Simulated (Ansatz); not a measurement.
# HgPd (Potarite): a relaxation

Wanted: a converged relaxation for HgPd (Potarite), and a check of what comes out. The structure is shown as the input types it.

Computed with Ansatz 0.2.0 (DFT, PBEsol, PAW with Ansatz's default frozen-core files, scalar-relativistic; relaxation of cell and atoms, unless a step's input says otherwise).

1 further run of the same task is left out (it didn't finish).

### 1 The starting structure

It takes space group P4/mmm (No. 123, tetragonal). Conventional cell: a = 3.026 Å, b = 3.026 Å, c = 3.702 Å, α = 90.00°, β = 90.00°, γ = 90.00°. Hg (site symmetry 4/mmm) is surrounded by 8 Pd at 2.83 Å and 4 Hg at 3.03 Å. Pd (site symmetry 4/mmm) has 8 Hg at 2.83 Å and 4 Pd at 3.03 Å as nearest neighbours.

Coordinates:

```cif
data_structure
_symmetry_space_group_name_H-M 'P 1'
_symmetry_Int_Tables_number 1
_cell_length_a 3.0260
_cell_length_b 3.0260
_cell_length_c 3.7020
_cell_angle_alpha 90.000
_cell_angle_beta 90.000
_cell_angle_gamma 90.000
_cell_volume 33.90
loop_
_atom_site_label
_atom_site_type_symbol
_atom_site_fract_x
_atom_site_fract_y
_atom_site_fract_z
_atom_site_occupancy
Hg1 Hg 0.00000 0.00000 0.00000 1
Pd1 Pd 0.50000 0.50000 0.50000 1
```

### 2 The calculation

input.yaml reads:

```yaml
crystal:
  lattice:
    - [3.026, 0.0, 0.0]
    - [0.0, 3.026, 0.0]
    - [0.0, 0.0, 3.702]
  atoms:
    - { symbol: Hg, position: [0.0, 0.0, 0.0] }
    - { symbol: Pd, position: [0.5, 0.5, 0.5] }
kpoints:
  mp_grid: { grid: [10, 10, 10] }
scf:
  occupations: { method: fermi_dirac, width: 1.0 }
  max_iter: 80
hamiltonian:
  xc: pbesol
  pseudopotentials: { kind: paw }
relax:
  f_tol: 0.002
  max_steps: 80
  cell: {}
output:
  forces: true
  stress: true
```

Run with:

```
$ ansatz run input.yaml --threads 1 --pin off --max-ram 3072MiB --backend cpu --events-out ev --progress --plain --runs-dir out
```

Q: Will this input give a usable result? If not, why, and what should change?

The run converged and reported no error. That alone doesn't make the input a sound one.

The suspect setting: scf.occupations.width is 1.0. A smearing this wide moves electrons out of filled levels into empty ones. A Fermi-Dirac width of 1 eV is an electron temperature of 11600 K.

The test: set scf.occupations.width to 0.1.
